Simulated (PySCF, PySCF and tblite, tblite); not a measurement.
# C3H5N3OSi: a path driven as a shift of bonds, and NMR exchange

How fast is a shift of bonds in C3H5N3OSi (`O=Cc1cnn([SiH3])n1`), and when do the exchanging lines merge?

Computed with tblite 0.8.0 (tight binding) and PySCF 2.14.0 (DFT, with response routines of our own); each step states its level. Atoms count from 0 throughout.

### 1 The molecule as given

13 atoms, charge 0, multiplicity 1; geometry from: force field or distance geometry start.

Bonds of the start (Å): C1–C2 1.46, C1–H8 1.10, C2–C3 1.39, C2–N7 1.34, C3–H9 1.09, C3–N4 1.34, N4–N5 1.36, N5–N7 1.36, N5–Si6 1.80, O0–C1 1.22, Si6–H10 1.49, Si6–H11 1.48, Si6–H12 1.48.

### 2 GFN2-xTB relaxation, start minimum

The job: settings as JSON, then the geometry in Å.

```
{"job": {"xc": "GFN2-xTB", "basis": "xTB", "kind": "relax"}, "charge": 0, "multiplicity": 1}
O     -3.530600     0.874000     0.311800
C     -2.387200     1.277800     0.194300
C     -1.225200     0.388500     0.175400
C     -1.216300    -1.003700     0.245900
N      0.038600    -1.465500     0.196800
N      0.742200    -0.312500     0.064700
Si     2.533000    -0.312100    -0.064200
N      0.033200     0.847900     0.056800
H     -2.148500     2.346000     0.124300
H     -2.046900    -1.702700     0.361100
H      3.157900    -0.704900     1.235400
H      3.051800     1.032200    -0.422700
H      2.993700    -1.264400    -1.102800
```

Command:

```sh
$ OMP_NUM_THREADS=1 python ens_run.py task.json out
```

One launch serves the whole session.

The program printed:

```text
step      E/eV     max force
  0    -639.61100    3.170
  1    -639.81449    1.525
  2    -639.84530    1.049
  3    -639.86519    0.336
  4    -639.87368    0.302
  5    -639.89106    0.502
  6    -639.90678    0.482
  7    -639.92391    0.369
  8    -639.93185    0.191
  9    -639.93569    0.158
 10    -639.93755    0.114
 11    -639.93888    0.081
 12    -639.93988    0.058
 13    -639.94027    0.052
 14    -639.94046    0.048
 15    -639.94065    0.047
 16    -639.94088    0.050
 17    -639.94117    0.047
 18    -639.94149    0.072
 19    -639.94180    0.068
 20    -639.94203    0.038
 21    -639.94218    0.030
 22    -639.94228    0.023
 23    -639.94235    0.028
 24    -639.94240    0.020
 25    -639.94245    0.021
 26    -639.94249    0.018
 27    -639.94253    0.013
 28    -639.94256    0.012
 29    -639.94259    0.014
 30    -639.94262    0.016
 31    -639.94265    0.020
 32    -639.94270    0.021
 33    -639.94275    0.017
 34    -639.94279    0.015
 35    -639.94282    0.011
 36    -639.94284    0.012
 37    -639.94285    0.012
 38    -639.94288    0.016
 39    -639.94291    0.017
 40    -639.94294    0.012
 41    -639.94296    0.010
 42    -639.94297    0.006
 43    -639.94298    0.007
 44    -639.94299    0.006
 45    -639.94299    0.007
 46    -639.94299    0.005
 47    -639.94300    0.005
 48    -639.94300    0.003
 49    -639.94300    0.002
```

It took 0.23 s on 1 thread of Arm Neoverse V2, shared host.

The energy fell by 0.332 eV, and the atoms moved 0.09 Å (root mean square).

### 3 Relaxed scan, to the middle

The job: settings as JSON, then the geometry in Å.

```
{"job": {"xc": "GFN2-xTB", "basis": "xTB", "coordinate": [["d", [6, 5], 1], ["d", [6, 4], -1]], "kind": "drive"}, "charge": 0, "multiplicity": 1}
O     -3.496084     0.937267     0.310924
C     -2.345384     1.274464     0.200852
C     -1.210359     0.366617     0.169347
C     -1.168936    -1.046770     0.253860
N      0.088197    -1.418323     0.176814
N      0.784674    -0.295853     0.051063
Si     2.553810    -0.298377    -0.059134
N      0.047591     0.786130     0.043201
H     -2.048510     2.335952     0.111931
H     -1.974106    -1.742421     0.360098
H      3.039882    -0.705447     1.256525
H      2.860050     1.083143    -0.402837
H      2.864785    -1.275897    -1.095868
```

The program printed:

```text
point  coordinate     E/eV
  0     -0.810     -639.90997
  1     -0.666     -639.82482
  2     -0.515     -639.70569
  3     -0.358     -639.57013
  4     -0.193     -639.44014
  5     -0.026     -639.33543
```

It took 0.82 s on 1 thread of Arm Neoverse V2, shared host.

The highest point is number 5, 13.2 kcal/mol above the first.

### 4 Relaxed scan, from the middle, back

The job: settings as JSON, then the geometry in Å.

```
{"job": {"xc": "GFN2-xTB", "basis": "xTB", "coordinate": [["d", [6, 5], 1], ["d", [6, 4], -1]], "kind": "drive"}, "charge": 0, "multiplicity": 1}
O     -3.571355     0.477428     0.375120
C     -2.559346     1.107398     0.204875
C     -1.224756     0.536552     0.144695
C     -0.807415    -0.802017     0.268124
N      0.506478    -0.778281     0.140734
N      0.867180     0.490682    -0.047406
Si     2.394359    -0.603373    -0.041306
N     -0.127892     1.293499    -0.051275
H     -2.556747     2.204718     0.077509
H     -1.380981    -1.690043     0.430026
H      2.644934    -1.159094     1.279610
H      3.382899     0.458486    -0.281754
H      2.438578    -1.515806    -1.173873
```

The program printed:

```text
point  coordinate     E/eV
  0     -0.176     -639.42797
  1     -0.297     -639.51977
  2     -0.414     -639.61962
  3     -0.528     -639.71872
  4     -0.638     -639.80662
  5     -0.744     -639.87755
  6     -0.848     -639.92528
  7     -0.946     -639.94279
```

It took 1.1 s on 1 thread of Arm Neoverse V2, shared host.

### 5 Relaxed scan, from the middle, on

job is that of step 4.

The program printed:

```text
point  coordinate     E/eV
  0      0.080     -639.29032
  1      0.232     -639.28705
  2      0.387     -639.38819
  3      0.520     -639.53915
  4      0.636     -639.67515
  5      0.743     -639.77773
  6      0.845     -639.84082
  7      0.946     -639.86196
```

It took 1 s on 1 thread of Arm Neoverse V2, shared host.

The highest point is number 1, 0.1 kcal/mol above the first.

### 6 Nudged elastic band, leg 1

The job: settings as JSON, then the geometry in Å.

```
{"job": {"xc": "GFN2-xTB", "basis": "xTB", "kind": "neb"}, "charge": 0, "multiplicity": 1}
O     -3.493278     0.944071     0.305010
C     -2.345459     1.276709     0.157270
C     -1.208129     0.371160     0.165098
C     -1.162346    -1.034212     0.336366
N      0.094560    -1.407946     0.266443
N      0.786839    -0.294228     0.063370
Si     2.551978    -0.307857    -0.098785
N      0.047157     0.784054    -0.002541
H     -2.053881     2.331467    -0.001275
H     -1.964579    -1.722787     0.496834
H      3.056989    -0.856007     1.156216
H      2.868523     1.096871    -0.315175
H      2.833201    -1.175474    -1.238134
```

The program printed:

```text
image   E - E0 / eV
  0       0.0000
  1       0.0651
  2       0.2831
  3       0.6660
  4       0.5111
  5       0.1705
  6       0.0807
```

It took 1.8 s on 1 thread of Arm Neoverse V2, shared host.

The highest point is number 3, 15.4 kcal/mol above the first.

### 7 Saddle search, leg 1

The job: settings as JSON, then the geometry in Å.

```
{"job": {"xc": "GFN2-xTB", "basis": "xTB", "kind": "saddle"}, "charge": 0, "multiplicity": 1}
O     -3.560859     0.384361     0.282305
C     -2.591122     1.078315     0.109147
C     -1.227082     0.583376     0.040794
C     -0.756673    -0.734304     0.152629
N      0.555997    -0.644919     0.026131
N      0.877446     0.640045    -0.151859
Si     2.382225    -0.689589    -0.137676
N     -0.159037     1.387302    -0.148352
H     -2.662595     2.173627    -0.013646
H     -1.282573    -1.652167     0.307379
H      2.653743    -1.273784     1.169033
H      3.341570     0.385123    -0.391345
H      2.428959    -1.637386    -1.244542
```

The program printed:

```text
step      E/eV     max force
  0    -639.27712   0.0357
  1    -639.27874   0.0198
  2    -639.28273   0.0414
  3    -639.29503   0.1026
  4    -639.28587   0.0315
  5    -639.29293   0.0426
  6    -639.30205   0.0527
  7    -639.31270   0.0693
  8    -639.32154   0.0721
  9    -639.33169   0.0792
 10    -639.34175   0.0867
 11    -639.35087   0.0620
 12    -639.36076   0.1314
 13    -639.35544   0.0453
 14    -639.36112   0.0655
 15    -639.36597   0.1032
 16    -639.37085   0.0487
 17    -639.37706   0.0422
 18    -639.38341   0.0994
 19    -639.38009   0.0194
 20    -639.38345   0.0221
 21    -639.38589   0.0249
 22    -639.38724   0.0421
 23    -639.38756   0.0224
 24    -639.38758   0.0103
 25    -639.38758   0.0010
lowest wavenumbers (cm-1): -146.1 67.1 133.7 161.4 241.5 251.6
```

Wall time 3.5 s (1 thread of Arm Neoverse V2, shared host).

Point group C1; 1 imaginary mode, 146i cm⁻¹, carried by Si6, N4, N5, H11. Steps downhill from it reached both ends.

### 8 DFT refinement, start: PBE0-D3(BJ)/def2-SVP

The job: settings as JSON, then the geometry in Å.

```
{"job": {"xc": "PBE0", "basis": "def2-SVP", "kind": "refine"}, "charge": 0, "multiplicity": 1}
O     -3.496084     0.937267     0.310924
C     -2.345384     1.274464     0.200852
C     -1.210359     0.366617     0.169347
C     -1.168936    -1.046770     0.253860
N      0.088197    -1.418323     0.176814
N      0.784674    -0.295853     0.051063
Si     2.553810    -0.298377    -0.059134
N      0.047591     0.786130     0.043201
H     -2.048510     2.335952     0.111931
H     -1.974106    -1.742421     0.360098
H      3.039882    -0.705447     1.256525
H      2.860050     1.083143    -0.402837
H      2.864785    -1.275897    -1.095868
```

The program printed:

```text
step      E/eV     max force
  0    -17562.20499   1.1379
  1    -17562.28092   0.2086
  2    -17562.28244   0.1357
  3    -17562.28281   0.1366
  4    -17562.28046   0.1900
  5    -17562.28371   0.0424
  6    -17562.28379   0.0334
  7    -17562.28385   0.0046
```

It took 84 s on 1 thread of Arm Neoverse V2, shared host; peak memory 0.65 GiB.

Gain 0.079 eV; displacement 0.07 Å root mean square.

**DFT refinement, saddle of leg 1: PBE0-D3(BJ)/def2-SVP**

The job: settings as JSON, then the geometry in Å.

```
{"job": {"xc": "PBE0", "basis": "def2-SVP", "kind": "refine"}, "charge": 0, "multiplicity": 1}
O     -3.501174     0.477292    -0.219181
C     -2.494069     1.109965    -0.031597
C     -1.169732     0.531675     0.138193
C     -0.770340    -0.815070     0.140009
N      0.529480    -0.809075     0.374667
N      0.912503     0.476935     0.478797
Si     2.301654    -0.603987    -0.204585
N     -0.067198     1.283640     0.324026
H     -2.489799     2.213400     0.022653
H     -1.348559    -1.705635     0.011240
H      2.944402    -0.842642     1.070162
H      2.878522     0.465611    -1.022014
H      2.274309    -1.782110    -1.082371
```

The program printed:

```text
step      E/eV     max force
  0    -17560.97661   1.0067
  1    -17561.12638   0.5425
  2    -17561.17488   0.2527
  3    -17561.17791   0.1033
  4    -17561.18145   0.0905
  5    -17561.18224   0.1047
  6    -17561.18306   0.0213
  7    -17561.18310   0.0153
```

It took 89 s on 1 thread of Arm Neoverse V2, shared host; peak memory 0.65 GiB.

The energy fell by 0.206 eV, and the atoms moved 0.08 Å (root mean square).

DFT refinement, end: PBE0-D3(BJ)/def2-SVP:

The job: settings as JSON, then the geometry in Å.

```
{"job": {"xc": "PBE0", "basis": "def2-SVP", "kind": "refine"}, "charge": 0, "multiplicity": 1}
O     -3.465064     0.034251     0.386071
C     -2.651915     0.910855     0.234038
C     -1.217943     0.705762     0.131117
C     -0.469363    -0.460191     0.178018
N      0.809783    -0.073432     0.031211
N      0.837527     1.271900    -0.099064
Si     2.319012    -1.000479     0.006258
N     -0.336089     1.729859    -0.042012
H     -2.938548     1.975117     0.158428
H     -0.758525    -1.481803     0.299643
H      2.442872    -1.591781     1.337370
H      3.312542     0.009588    -0.310618
H      2.127286    -2.023825    -1.019763
```

The program printed:

```text
step      E/eV     max force
  0    -17562.00471   1.4089
  1    -17562.09001   0.2807
  2    -17562.09361   0.1396
  3    -17562.09501   0.0287
  4    -17562.09680   0.2092
  5    -17562.09840   0.2346
  6    -17562.10236   0.1102
  7    -17562.10465   0.4129
  8    -17562.10562   0.3005
  9    -17562.11081   0.1388
 10    -17562.11038   0.2678
 11    -17562.10890   0.3329
 12    -17562.11231   0.1884
 13    -17562.11483   0.1445
 14    -17562.11512   0.2387
 15    -17562.11733   0.0449
 16    -17562.11780   0.1777
 17    -17562.11894   0.0616
 18    -17562.11949   0.1260
 19    -17562.11953   0.1216
 20    -17562.11978   0.0898
 21    -17562.11970   0.0885
 22    -17562.12005   0.0254
 23    -17562.12008   0.0360
 24    -17562.12009   0.0145
```

It took 4.7 min on 1 thread of Arm Neoverse V2, shared host; peak memory 0.65 GiB.

The energy fell by 0.115 eV, and the atoms moved 0.50 Å (root mean square).

### 9 Shieldings, start: PBE0/pcSseg-1

The job: settings as JSON, then the geometry in Å.

```
{"job": {"kind": "nmr", "xc": "PBE0", "basis": "pcSseg-1", "pop": false}, "charge": 0, "multiplicity": 1}
O     -3.496084     0.937267     0.310924
C     -2.345384     1.274464     0.200852
C     -1.210359     0.366617     0.169347
C     -1.168936    -1.046770     0.253860
N      0.088197    -1.418323     0.176814
N      0.784674    -0.295853     0.051063
Si     2.553810    -0.298377    -0.059134
N      0.047591     0.786130     0.043201
H     -2.048510     2.335952     0.111931
H     -1.974106    -1.742421     0.360098
H      3.039882    -0.705447     1.256525
H      2.860050     1.083143    -0.402837
H      2.864785    -1.275897    -1.095868
```

The program printed:

```text
coarse grid: 12256 points
cycle   1  E = -645.5060190981  dE =  1.589e+00  |g| = 8.128e-01  |ddm| = 3.581e+00
cycle   2  E = -645.0026543526  dE =  5.034e-01  |g| = 1.755e+00  |ddm| = 3.255e+00
cycle   3  E = -645.6390430853  dE = -6.364e-01  |g| = 1.286e-01  |ddm| = 2.617e+00
cycle   4  E = -645.6395120089  dE = -4.689e-04  |g| = 1.249e-01  |ddm| = 2.077e-01
cycle   5  E = -645.6426282116  dE = -3.116e-03  |g| = 2.679e-02  |ddm| = 1.013e-01
cycle   6  E = -645.6427518514  dE = -1.236e-04  |g| = 1.181e-02  |ddm| = 2.725e-02
cycle   7  E = -645.6427787339  dE = -2.688e-05  |g| = 2.377e-03  |ddm| = 8.657e-03
cycle   8  E = -645.6427798766  dE = -1.143e-06  |g| = 8.365e-04  |ddm| = 3.510e-03
final grid: 116600 points
cycle   9  E = -645.6942836287  dE = -1.030e-05  |g| = 1.145e-02  |ddm| = 3.139e-02
cycle  10  E = -645.6942087499  dE =  7.488e-05  |g| = 2.292e-02  |ddm| = 3.010e-02
cycle  11  E = -645.6943085725  dE = -9.982e-05  |g| = 1.705e-03  |ddm| = 2.200e-02
cycle  12  E = -645.6943091694  dE = -5.969e-07  |g| = 4.422e-04  |ddm| = 1.882e-03
cycle  13  E = -645.6943092051  dE = -3.566e-08  |g| = 1.994e-04  |ddm| = 5.027e-04
cycle  14  E = -645.6943092134  dE = -8.305e-09  |g| = 4.313e-05  |ddm| = 1.737e-04
cycle  15  E = -645.6943092137  dE = -3.729e-10  |g| = 1.386e-05  |ddm| = 4.729e-05
converged SCF energy = -645.6943092137

GIAO shielding tensors (ppm)
atom      isotropic    diamagn.    paramagn.     s11        s22        s33       span
  0 O     -340.716     395.919    -736.635   -991.469   -426.883    396.204   1387.673
  1 C       -2.966     243.328    -246.294    -96.036     -9.090     96.229    192.266
  2 C       31.770     259.646    -227.876    -29.866     14.112    111.066    140.932
  3 C       43.229     251.736    -208.507    -44.373     36.393    137.668    182.040
  4 N     -112.677     324.651    -437.328   -352.465   -160.304    174.739    527.205
  5 N       -8.345     329.942    -338.288   -121.813     -2.743     99.519    221.332
  6 Si     390.898     880.817    -489.919    360.104    378.820    433.771     73.667
  7 N     -133.297     327.046    -460.343   -419.337   -157.467    176.913    596.250
  8 H       21.226      26.596      -5.370     18.425     21.647     23.605      5.180
  9 H       23.195      31.492      -8.297     20.856     23.244     25.486      4.631
 10 H       26.444      28.991      -2.546     23.445     24.719     31.170      7.726
 11 H       26.264      29.456      -3.192     22.286     25.825     30.680      8.394
 12 H       26.344      29.098      -2.754     22.869     25.220     30.943      8.073
```

Run time: 16 s. Hardware: 1 thread of Arm Neoverse V2, shared host; peak memory 0.76 GiB.

Key values: HOMO -7.75 eV, LUMO -1.77 eV; dipole 3.88 D.

### 10 Shieldings, saddle of leg 1: PBE0/pcSseg-1

The job: settings as JSON, then the geometry in Å.

```
{"job": {"kind": "nmr", "xc": "PBE0", "basis": "pcSseg-1", "pop": false}, "charge": 0, "multiplicity": 1}
O     -3.501174     0.477292    -0.219181
C     -2.494069     1.109965    -0.031597
C     -1.169732     0.531675     0.138193
C     -0.770340    -0.815070     0.140009
N      0.529480    -0.809075     0.374667
N      0.912503     0.476935     0.478797
Si     2.301654    -0.603987    -0.204585
N     -0.067198     1.283640     0.324026
H     -2.489799     2.213400     0.022653
H     -1.348559    -1.705635     0.011240
H      2.944402    -0.842642     1.070162
H      2.878522     0.465611    -1.022014
H      2.274309    -1.782110    -1.082371
```

The program printed:

```text
coarse grid: 12256 points
cycle   1  E = -645.4670151461  dE =  1.767e+00  |g| = 7.970e-01  |ddm| = 3.640e+00
cycle   2  E = -645.0134720959  dE =  4.535e-01  |g| = 1.681e+00  |ddm| = 3.114e+00
cycle   3  E = -645.5941245628  dE = -5.807e-01  |g| = 1.163e-01  |ddm| = 2.489e+00
cycle   4  E = -645.5943209570  dE = -1.964e-04  |g| = 1.127e-01  |ddm| = 2.024e-01
cycle   5  E = -645.5970275909  dE = -2.707e-03  |g| = 2.775e-02  |ddm| = 1.048e-01
cycle   6  E = -645.5971676995  dE = -1.401e-04  |g| = 8.999e-03  |ddm| = 2.254e-02
cycle   7  E = -645.5971837100  dE = -1.601e-05  |g| = 2.087e-03  |ddm| = 7.423e-03
cycle   8  E = -645.5971845438  dE = -8.338e-07  |g| = 7.832e-04  |ddm| = 2.989e-03
final grid: 116600 points
cycle   9  E = -645.6491595535  dE = -1.444e-05  |g| = 1.076e-02  |ddm| = 2.880e-02
cycle  10  E = -645.6490924420  dE =  6.711e-05  |g| = 2.165e-02  |ddm| = 2.795e-02
cycle  11  E = -645.6491813678  dE = -8.893e-05  |g| = 1.481e-03  |ddm| = 2.031e-02
cycle  12  E = -645.6491817990  dE = -4.312e-07  |g| = 4.376e-04  |ddm| = 1.611e-03
cycle  13  E = -645.6491818348  dE = -3.576e-08  |g| = 1.887e-04  |ddm| = 4.880e-04
cycle  14  E = -645.6491818424  dE = -7.601e-09  |g| = 4.263e-05  |ddm| = 1.786e-04
cycle  15  E = -645.6491818427  dE = -3.558e-10  |g| = 1.306e-05  |ddm| = 4.415e-05
converged SCF energy = -645.6491818427

GIAO shielding tensors (ppm)
atom      isotropic    diamagn.    paramagn.     s11        s22        s33       span
  0 O     -353.385     397.625    -751.010  -1019.914   -435.572    395.330   1415.244
  1 C       -3.715     241.673    -245.387    -96.705    -11.069     96.630    193.334
  2 C       26.228     261.982    -235.754    -36.451     10.649    104.487    140.938
  3 C       49.034     251.121    -202.087    -24.838     25.165    146.775    171.613
  4 N      -47.655     330.612    -378.267   -177.780   -138.798    173.613    351.393
  5 N      -69.334     326.867    -396.201   -202.374   -138.141    132.514    334.888
  6 Si     442.328     877.536    -435.208    389.952    415.426    521.605    131.653
  7 N     -132.405     326.522    -458.927   -441.193   -150.041    194.018    635.211
  8 H       21.083      25.532      -4.449     18.493     21.669     23.088      4.595
  9 H       23.318      32.121      -8.803     20.616     23.474     25.864      5.248
 10 H       25.942      28.970      -3.028     23.404     23.855     30.566      7.162
 11 H       26.406      28.651      -2.245     21.583     26.087     31.547      9.963
 12 H       26.313      28.714      -2.401     21.653     25.976     31.309      9.656
```

It took 16 s on 1 thread of Arm Neoverse V2, shared host; peak memory 0.78 GiB.

Key values: HOMO -8.06 eV, LUMO -2.13 eV; dipole 1.84 D.

### 11 Shieldings, end: PBE0/pcSseg-1

The job: settings as JSON, then the geometry in Å.

```
{"job": {"kind": "nmr", "xc": "PBE0", "basis": "pcSseg-1", "pop": false}, "charge": 0, "multiplicity": 1}
O     -3.465064     0.034251     0.386071
C     -2.651915     0.910855     0.234038
C     -1.217943     0.705762     0.131117
C     -0.469363    -0.460191     0.178018
N      0.809783    -0.073432     0.031211
N      0.837527     1.271900    -0.099064
Si     2.319012    -1.000479     0.006258
N     -0.336089     1.729859    -0.042012
H     -2.938548     1.975117     0.158428
H     -0.758525    -1.481803     0.299643
H      2.442872    -1.591781     1.337370
H      3.312542     0.009588    -0.310618
H      2.127286    -2.023825    -1.019763
```

The program printed:

```text
coarse grid: 12256 points
cycle   1  E = -645.5030751338  dE =  1.580e+00  |g| = 7.965e-01  |ddm| = 3.609e+00
cycle   2  E = -645.0649546307  dE =  4.381e-01  |g| = 1.656e+00  |ddm| = 3.177e+00
cycle   3  E = -645.6329773991  dE = -5.680e-01  |g| = 1.027e-01  |ddm| = 2.503e+00
cycle   4  E = -645.6334456405  dE = -4.682e-04  |g| = 9.422e-02  |ddm| = 1.958e-01
cycle   5  E = -645.6353241269  dE = -1.878e-03  |g| = 2.941e-02  |ddm| = 9.753e-02
cycle   6  E = -645.6354933135  dE = -1.692e-04  |g| = 6.893e-03  |ddm| = 2.219e-02
cycle   7  E = -645.6355024554  dE = -9.142e-06  |g| = 2.036e-03  |ddm| = 7.199e-03
final grid: 116600 points
cycle   8  E = -645.6880108662  dE = -6.594e-06  |g| = 1.265e-02  |ddm| = 3.115e-02
cycle   9  E = -645.6879186564  dE =  9.221e-05  |g| = 2.549e-02  |ddm| = 3.338e-02
cycle  10  E = -645.6880411632  dE = -1.225e-04  |g| = 1.470e-03  |ddm| = 2.382e-02
cycle  11  E = -645.6880415701  dE = -4.068e-07  |g| = 4.258e-04  |ddm| = 1.572e-03
cycle  12  E = -645.6880416006  dE = -3.055e-08  |g| = 1.960e-04  |ddm| = 4.486e-04
cycle  13  E = -645.6880416089  dE = -8.251e-09  |g| = 4.560e-05  |ddm| = 1.962e-04
cycle  14  E = -645.6880416093  dE = -3.847e-10  |g| = 1.591e-05  |ddm| = 4.554e-05
converged SCF energy = -645.6880416093

GIAO shielding tensors (ppm)
atom      isotropic    diamagn.    paramagn.     s11        s22        s33       span
  0 O     -334.063     399.808    -733.871   -980.522   -414.678    393.010   1373.532
  1 C       -4.223     241.312    -245.534    -94.228    -13.716     95.276    189.504
  2 C       31.979     260.997    -229.018    -23.635     21.506     98.066    121.701
  3 C       49.315     252.327    -203.011    -34.943     29.567    153.322    188.265
  4 N        8.137     331.602    -323.465   -145.274     32.221    137.466    282.740
  5 N     -152.113     317.620    -469.733   -416.089   -136.268     96.018    512.107
  6 Si     396.579     880.654    -484.075    367.239    384.680    437.819     70.579
  7 N     -138.344     329.585    -467.929   -414.343   -183.728    183.039    597.382
  8 H       21.119      25.174      -4.055     18.771     21.652     22.933      4.162
  9 H       23.282      33.205      -9.924     20.877     21.894     27.075      6.198
 10 H       26.463      29.113      -2.650     23.209     24.885     31.295      8.086
 11 H       26.051      29.010      -2.959     22.210     25.448     30.496      8.285
 12 H       26.434      29.327      -2.892     22.950     25.211     31.142      8.193
```

Run time: 16 s. Hardware: 1 thread of Arm Neoverse V2, shared host; peak memory 0.76 GiB.

Key values: HOMO -7.63 eV, LUMO -1.73 eV; dipole 4.78 D.

[end of part 1 of 2]
